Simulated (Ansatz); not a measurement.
# C2H7FSi2: a ladder of functionals and wavefunction methods

An exercise on one series of results from a longer session: the logs are not shown, and one member is left open.

The runs use Ansatz 0.2.0, Gaussian basis; functionals in def2-TZVPP, the program's frozen cores in correlated methods.

The runs, in order: PBE-D4, r2SCAN-D4, PBE0-D4, B3LYP-D4, ωB97X-V, ωB97M-V, B2PLYP; CCSD(T)/def2-TZVPP; MP2/def2-QZVPP; extrapolation to the limit.

## Structure used throughout

The geometry comes from an earlier relaxation with PBE0-D4 in a triple-zeta def2 set; it is a stationary point, not always the lowest conformer.

SMILES `F[SiH2]C1C[SiH2]1`, 12 atoms, charge 0, spin multiplicity 1.

Atoms are counted from 1 here; the program's logs count them from 0.

Bond lengths: F1–Si2 1.603 Å, Si2–C3 1.833 Å, Si2–H6 1.486 Å, Si2–H7 1.487 Å, C3–C4 1.558 Å, C3–Si5 1.853 Å, C3–H8 1.088 Å, C4–Si5 1.839 Å, C4–H9 1.087 Å, C4–H10 1.085 Å, Si5–H11 1.476 Å, Si5–H12 1.477 Å. Angles: F1–Si2–C3 110.6°, F1–Si2–H6 106.3°, F1–Si2–H7 108.1°, C3–Si2–H6 113.1°, C3–Si2–H7 108.9°, H6–Si2–H7 109.8°, Si2–C3–C4 117.6°, Si2–C3–Si5 120.7°, Si2–C3–H8 115.2°, C4–C3–Si5 64.6°, C4–C3–H8 114.4°, Si5–C3–H8 114.9°, C3–C4–Si5 65.5°, C3–C4–H9 116.4°, C3–C4–H10 115.8°, Si5–C4–H9 119.0°, Si5–C4–H10 119.9°, H9–C4–H10 112.5° and more.

Coordinates:

```
F    -1.7594   -0.4299    2.1545
Si   -0.5984    0.4783    1.5239
C    -0.5020    0.2339   -0.2898
C     0.8637    0.5150   -0.9845
Si    0.3500   -1.2510   -0.9997
H    -0.9116    1.8795    1.9064
H     0.6930    0.0668    2.1353
H    -1.3706    0.5753   -0.8493
H     1.6808    0.8200   -0.3366
H     0.8177    1.0989   -1.8975
H    -0.1902   -1.8341   -2.2439
H     1.0039   -2.2079   -0.0846
```

Set-up of the first run:

in.yaml

```yaml
crystal:
  periodic: [false, false, false]
  atoms:
    - {symbol: F, position_ang: [-1.759375, -0.429925, 2.154490]}
    - {symbol: Si, position_ang: [-0.598386, 0.478343, 1.523896]}
    - {symbol: C, position_ang: [-0.502020, 0.233879, -0.289765]}
    - {symbol: C, position_ang: [0.863659, 0.514964, -0.984533]}
    - {symbol: Si, position_ang: [0.349997, -1.250966, -0.999722]}
    - {symbol: H, position_ang: [-0.911605, 1.879488, 1.906391]}
    - {symbol: H, position_ang: [0.692986, 0.066785, 2.135271]}
    - {symbol: H, position_ang: [-1.370650, 0.575293, -0.849297]}
    - {symbol: H, position_ang: [1.680848, 0.820022, -0.336645]}
    - {symbol: H, position_ang: [0.817745, 1.098868, -1.897457]}
    - {symbol: H, position_ang: [-0.190177, -1.834097, -2.243925]}
    - {symbol: H, position_ang: [1.003878, -2.207855, -0.084604]}
basis:
  gaussian: {orbitals: def2-TZVPP}
hamiltonian: {xc: pbe, dispersion: d4}
output: {forces: true, orbitals: {seedname: orbitals}}
```

Command:

```sh
$ ansatz run in.yaml --threads 4 --pin off --events-out ev --progress --plain --max-ram 10444MiB
```

Among the steps run: PBE-D4 (GGA); r2SCAN-D4 (meta-GGA); PBE0-D4 (hybrid); B3LYP-D4 (hybrid); ωB97X-V (range-separated); ωB97M-V (range-separated); B2PLYP (double hybrid); CCSD(T) in def2-TZVPP; MP2 in def2-QZVPP.

One of the session's tables, all rows but one given; the rest of the session is left out.

| method | atomisation energy (kJ/mol) |
| --- | --- |
| PBE-D4 | 4378.1 |
| r2SCAN-D4 | 4356.9 |
| PBE0-D4 | 4334.5 |
| B3LYP-D4 | 4331.5 |
| ωB97X-V | 4368.9 |
| ωB97M-V | ? |
| B2PLYP | 4291.8 |
| HF/def2-TZVPP | 3265.5 |
| MP2/def2-TZVPP | 4297.0 |
| CCSD/def2-TZVPP | 4186.2 |
| CCSD(T)/def2-TZVPP | 4240.8 |
| MP2/CBS | 4408.7 |
| CCSD(T)/CBS | 4352.5 |

Q: Estimate the row for ωB97M-V from the others.

**Answer.** atomisation energy (kJ/mol): 4358.2. In the column «atomisation energy (kJ/mol)» it lies between r2SCAN-D4 (4356.9) and ωB97X-V (4368.9).

Limits of these values: Free atoms (1 F, 2 Si, 2 C, 7 H) were run apart at each level; the atomisation energy is their sum less the molecule, without zero-point or spin-orbit terms.
